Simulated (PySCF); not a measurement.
# Sn(3+): ionisation energy in aug-cc-pVQZ-PP with ECP28

Aim: the ionisation energy of tin from differences of total energies, at each level of theory, and how far each lands from the tabulated value where there is one.

Method: unrestricted determinants in a Gaussian basis, no spin-orbit coupling in the energies. Code: PySCF 2.14.0.

## (1) Starting point

```
Element                   : tin (Z = 50)
Basis                     : aug-cc-pVQZ-PP with ECP28MDF (7s7p5d3f2g, 92 functions)
Hamiltonian               : a scalar-relativistic core potential
State 1                   : Sn(3+): [Kr] 4d10 5s1, 2S determinant
Needed too, but not shown : Sn(2+) [Kr] 4d10 5s2 (1S)
Methods                   : UHF, LDA, PBE, PBE0, r2SCAN, wB97X-V, wB97M-V, M06-2X
```

The outer shells:

Sn3+ [Kr] 4d10 5s1
```
[Kr] core
4d [↑↓][↑↓][↑↓][↑↓][↑↓]
5s [↑ ]
```

One driver process ran all states and methods and kept the integrals in memory. Each run is shown as a PySCF script that sums up its settings (the driver passes frozen orbitals as a list and adds second-order terms of double hybrids); the logs are those of the runs themselves. The driver starts from symmetry-adapted Hartree-Fock orbitals, holds the occupation by maximum overlap and uses a logarithmic radial grid for functionals, so a plain start would take other cycles.

The integrals over 92 functions and the set-up took 3.2 s of CPU time.

## (2) Sn(3+): the ladder of methods

**UHF**

The input, input.py:

```python
from pyscf import gto, scf, dft, mp, cc
import basis_set_exchange as bse
txt = bse.get_basis("aug-cc-pVQZ-PP", elements=["Sn"], fmt="nwchem", header=False)
cut = txt.index("\nECP")
mol = gto.M(atom="Sn 0 0 0", charge=3, spin=1, symmetry="D2h",
            basis=gto.basis.parse(txt[:cut]),
            ecp={"Sn": gto.basis.parse_ecp(txt[cut:])})
mf = scf.UHF(mol)
mf.irrep_nelec = {'Ag': (4, 3), 'B1g': (1, 1), 'B2g': (1, 1), 'B3g': (1, 1), 'B1u': (1, 1), 'B2u': (1, 1), 'B3u': (1, 1)}
mf.kernel()
```

**LDA**

Changes to input.py:

```diff
@@ -7,3 +7,3 @@
             ecp={"Sn": gto.basis.parse_ecp(txt[cut:])})
-mf = scf.UHF(mol)
+mf = dft.UKS(mol, xc="LDA,VWN")
 mf.irrep_nelec = {'Ag': (4, 3), 'B1g': (1, 1), 'B2g': (1, 1), 'B3g': (1, 1), 'B1u': (1, 1), 'B2u': (1, 1), 'B3u': (1, 1)}
```

**PBE**

Changes to input.py:

```diff
@@ -7,3 +7,3 @@
             ecp={"Sn": gto.basis.parse_ecp(txt[cut:])})
-mf = dft.UKS(mol, xc="LDA,VWN")
+mf = dft.UKS(mol, xc="PBE")
 mf.irrep_nelec = {'Ag': (4, 3), 'B1g': (1, 1), 'B2g': (1, 1), 'B3g': (1, 1), 'B1u': (1, 1), 'B2u': (1, 1), 'B3u': (1, 1)}
```

**PBE0**

Changes to input.py:

```diff
@@ -7,3 +7,3 @@
             ecp={"Sn": gto.basis.parse_ecp(txt[cut:])})
-mf = dft.UKS(mol, xc="PBE")
+mf = dft.UKS(mol, xc="PBE0")
 mf.irrep_nelec = {'Ag': (4, 3), 'B1g': (1, 1), 'B2g': (1, 1), 'B3g': (1, 1), 'B1u': (1, 1), 'B2u': (1, 1), 'B3u': (1, 1)}
```

**r2SCAN**

Changes to input.py:

```diff
@@ -7,3 +7,3 @@
             ecp={"Sn": gto.basis.parse_ecp(txt[cut:])})
-mf = dft.UKS(mol, xc="PBE0")
+mf = dft.UKS(mol, xc="R2SCAN")
 mf.irrep_nelec = {'Ag': (4, 3), 'B1g': (1, 1), 'B2g': (1, 1), 'B3g': (1, 1), 'B1u': (1, 1), 'B2u': (1, 1), 'B3u': (1, 1)}
```

**wB97X-V**

Changes to input.py:

```diff
@@ -7,3 +7,3 @@
             ecp={"Sn": gto.basis.parse_ecp(txt[cut:])})
-mf = dft.UKS(mol, xc="R2SCAN")
+mf = dft.UKS(mol, xc="WB97X_V")
 mf.irrep_nelec = {'Ag': (4, 3), 'B1g': (1, 1), 'B2g': (1, 1), 'B3g': (1, 1), 'B1u': (1, 1), 'B2u': (1, 1), 'B3u': (1, 1)}
```

**wB97M-V**

Changes to input.py:

```diff
@@ -7,3 +7,3 @@
             ecp={"Sn": gto.basis.parse_ecp(txt[cut:])})
-mf = dft.UKS(mol, xc="WB97X_V")
+mf = dft.UKS(mol, xc="WB97M_V")
 mf.irrep_nelec = {'Ag': (4, 3), 'B1g': (1, 1), 'B2g': (1, 1), 'B3g': (1, 1), 'B1u': (1, 1), 'B2u': (1, 1), 'B3u': (1, 1)}
```

**M06-2X**

Changes to input.py:

```diff
@@ -7,3 +7,3 @@
             ecp={"Sn": gto.basis.parse_ecp(txt[cut:])})
-mf = dft.UKS(mol, xc="WB97M_V")
+mf = dft.UKS(mol, xc="M062X")
 mf.irrep_nelec = {'Ag': (4, 3), 'B1g': (1, 1), 'B2g': (1, 1), 'B3g': (1, 1), 'B1u': (1, 1), 'B2u': (1, 1), 'B3u': (1, 1)}
```

Before running it: what results should come out?

**Answer**, as computed:

| quantity | value |
| --- | --- |
| ionisation energy, Sn(2+) | UHF 28.535, MP2 (valence) 29.244 eV; reference 30.506 |

Each level's miss (mean over 1 difference):

| method | mean absolute miss against the measured value (with the measured fine structure taken into account where it is known) (eV) |
| --- | --- |
| UHF | 1.971 |
| LDA | 0.773 |
| PBE | 0.285 |
| PBE0 | 0.086 |
| r2SCAN | 0.047 |
| wB97X-V | 0.180 |
| wB97M-V | 0.045 |
| M06-2X | 0.130 |
| MP2 (valence) | 1.262 |
| SCS-MP2 (valence) | 1.120 |

In words: Against experiment wB97M-V comes closest (off by 0.05 eV), level with r2SCAN and UHF is farthest (1.97 eV). Hartree-Fock falls short because the species with more electrons holds more correlation energy, which it lacks. PBE is off by +0.29 eV. All values hold for this basis alone; no basis-set limit was taken.
